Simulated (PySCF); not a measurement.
**One shape, several levels: GeClF (SMILES [F][Ge][Cl])**

Aim: a comparison of 6 runs (B2PLYP/def2-TZVP, BHLYP/def2-TZVP, BLYP/def2-TZVP, revPBE/def2-TZVP, SCS-MP2/def2-TZVP, CCSD(T)/def2-TZVP) of GeClF. 

Program for the calculation: PySCF 2.14.0.

3 further runs of the same task are left out: 3 set aside as unsound or not needed.

### Step 1. The molecule

GeClF has 3 atoms, charge 0, and is taken as a singlet. SMILES: `[F][Ge][Cl]`. Geometry: relaxed at PBE0-D4/def2-TZVP.

Bond lengths: F1–Ge2 1.748 Å, Ge2–Cl3 2.180 Å. Angles: F1–Ge2–Cl3 98.3°.

### Step 2. A single-point energy at B2PLYP/def2-TZVP (run 1)

File run.py:

```python
from pyscf import gto, dft, mp

mol = gto.M(
    atom=[
    ('F', (0.110400, 1.418700, 0.206200)),
    ('Ge', (-0.762800, 0.035600, -0.410300)),
    ('Cl', (0.641600, -1.519100, 0.191000)),
],
    verbose=3,
    charge=0,
    max_memory=1860,
    basis='def2-tzvp',
)

mf = dft.RKS(mol)
mf.xc = '0.53*HF + 0.47*B88, 0.73*LYP'
mf.grids.level = 5
mf.conv_tol = 1e-10
mf.kernel()
if not mf.converged:
    mf = mf.newton().run(mf.mo_coeff, mf.mo_occ)

pt = mp.MP2(mf, frozen=15).run()
e_tot = mf.e_tot + 0.27 * pt.e_corr
print('PT2 part  %.8f' % (0.27 * pt.e_corr))
print('Final energy', e_tot)
```

On the command line:

```bash
$ OMP_NUM_THREADS=1 python run.py
```

Standard output:

```text
converged SCF energy = -2636.42694778487
E(RMP2) = -2637.22828170528  E_corr = -0.801333920414855
E(SCS-RMP2) = -2637.19310486625  E_corr = -0.766157081377335
PT2 part  -0.21636016
Final energy -2636.643307943381
```

Run time: 18 s. Hardware: 1 thread of Intel Xeon at 2.70GHz, shared host; peak memory 0.63 GiB.

### Step 3. The energy at BHLYP/def2-TZVP (run 2)

File input.py:

```python
# [F][Ge][Cl]
from pyscf import gto, dft

system = gto.M(
    atom='''
F        0.110400       1.418700       0.206200
Ge      -0.762800       0.035600      -0.410300
Cl       0.641600      -1.519100       0.191000
''',
    spin=0,
    verbose=3,
    max_memory=1860,
    basis='def2-tzvp',
    charge=0,
)

mf = dft.RKS(system, xc='bhandhlyp')
mf.grids.level = 5
mf.conv_tol = 1e-10
mf.kernel()
if not mf.converged:
    mf = mf.newton().run(mf.mo_coeff, mf.mo_occ)

etot = mf.e_tot
print('Final energy', etot)
```

On the command line:

```bash
$ OMP_NUM_THREADS=1 python input.py
```

Standard output:

```text
converged SCF energy = -2637.13465928186
Final energy -2637.1346592818645
```

It took 17 s on 1 thread of Intel Xeon at 2.70GHz, shared host; peak memory 0.63 GiB.

### Step 4. A single-point energy at BLYP/def2-TZVP (run 3)

File calc.py:

```python
from pyscf import gto, dft

system = gto.Mole()
system.atom = '''
F      0.208626     2.680954     0.389662
Ge    -1.441483     0.067274    -0.775355
Cl     1.212448    -2.870683     0.360938
'''
system.max_memory = 1860
system.basis = 'def2-tzvp'
system.verbose = 3
system.charge = 0
system.unit = 'bohr'
system.build()

mf = dft.RKS(system, xc='blyp')
mf.grids.level = 5
mf.conv_tol = 1e-10
mf.kernel()
if not mf.converged:
    mf = mf.newton().run(mf.mo_coeff, mf.mo_occ)

e_final = mf.e_tot
print('E = %.10f Eh' % e_final)
```

On the command line:

```bash
$ OMP_NUM_THREADS=1 python calc.py
```

Standard output:

```text
converged SCF energy = -2637.25207266251
E = -2637.2520726625 Eh
```

It took 17 s on 1 thread of Intel Xeon at 2.70GHz, shared host; peak memory 0.63 GiB.

Runs 4 to 5 aren't shown in full; the table further down has their settings and results.

### Step 5. A single-point energy at CCSD(T)/def2-TZVP (run 6)

File job.py:

```python
from pyscf import gto, scf, cc

molecule = gto.M(
    atom=[
    ('F', (0.110400, 1.418700, 0.206200)),
    ('Ge', (-0.762800, 0.035600, -0.410300)),
    ('Cl', (0.641600, -1.519100, 0.191000)),
],
    basis='def2-tzvp',
    verbose=3,
    max_memory=1860,
)

calc0 = scf.RHF(molecule)
calc0.conv_tol = 1e-10
calc0.kernel()
if not calc0.converged:
    calc0 = calc0.newton().run(calc0.mo_coeff, calc0.mo_occ)

mycc = cc.CCSD(calc0, frozen=15)
mycc.kernel()
e_t = mycc.ccsd_t()
e_tot = mycc.e_tot + e_t
print(f'total energy: {e_tot:.8f} hartree')
```

On the command line:

```bash
$ OMP_NUM_THREADS=1 python job.py
```

Standard output:

```text
converged SCF energy = -2634.4480339661
E(CCSD) = -2635.121713112671  E_corr = -0.6736791465687745
CCSD(T) correction = -0.0259862928797828
total energy: -2635.14769941 hartree
```

It took 69 s on 1 thread of Intel Xeon at 2.70GHz, shared host; peak memory 0.89 GiB.

### Step 6. The series

| run | level | frozen core orbitals | integration grid | energy (Eh) | dipole moment (D) of the reference | HOMO energy (eV) | LUMO energy (eV) | wall time |
| --- | --- | --- | --- | --- | --- | --- | --- | --- |
| 1 | B2PLYP/def2-TZVP | 15 | 5 | -2636.643308 | 2.45 | -9.42 | -1.74 | 18 s |
| 2 | BHLYP/def2-TZVP | – | 5 | -2637.134659 | 2.46 | -9.50 | -2.03 | 17 s |
| 3 | BLYP/def2-TZVP | – | 5 | -2637.252073 | 2.17 | -7.14 | -3.50 | 17 s |
| 4 | revPBE/def2-TZVP | – | 5 | -2636.914990 | 2.07 | -7.18 | -3.49 | 17 s |
| 5 | SCS-MP2/def2-TZVP | 15 | – | -2635.080672 | 2.47 | -11.00 | 0.20 | 4.5 s |
| 6 | CCSD(T)/def2-TZVP | 15 | – | -2635.147699 | 2.47 | -11.00 | 0.20 | 69 s |

### Step 7. What came out

| quantity | value |
| --- | --- |
| run 6: total energy | -2635.14770 Eh |
| run 6: dipole moment (Hartree–Fock density) | 2.47 D |
| run 6: HOMO energy (Hartree–Fock orbitals) | -11.00 eV |
| run 6: LUMO energy (Hartree–Fock orbitals) | 0.20 eV |
| run 6: HOMO–LUMO gap (Hartree–Fock orbitals) | 11.20 eV |
| run 6: correlation energy (15 core orbitals frozen) | -699.7 mEh |
| run 6: (T) correction | -25.99 mEh |
| run 6: T1 diagnostic | 0.014 |

In words: Over runs 1, 2, 3, 4 the dipole moment (its size) runs from 2.07 D (revPBE/def2-TZVP) to 2.46 D (BHLYP/def2-TZVP). Over runs 1, 2, 3, 4 the HOMO–LUMO gap runs from 3.64 eV (BLYP/def2-TZVP) to 7.68 eV (B2PLYP/def2-TZVP). A double hybrid's value is that of its SCF part. Totals of different functionals can't be ranked against each other. All runs together took 2.4 min, the longest 69 s.
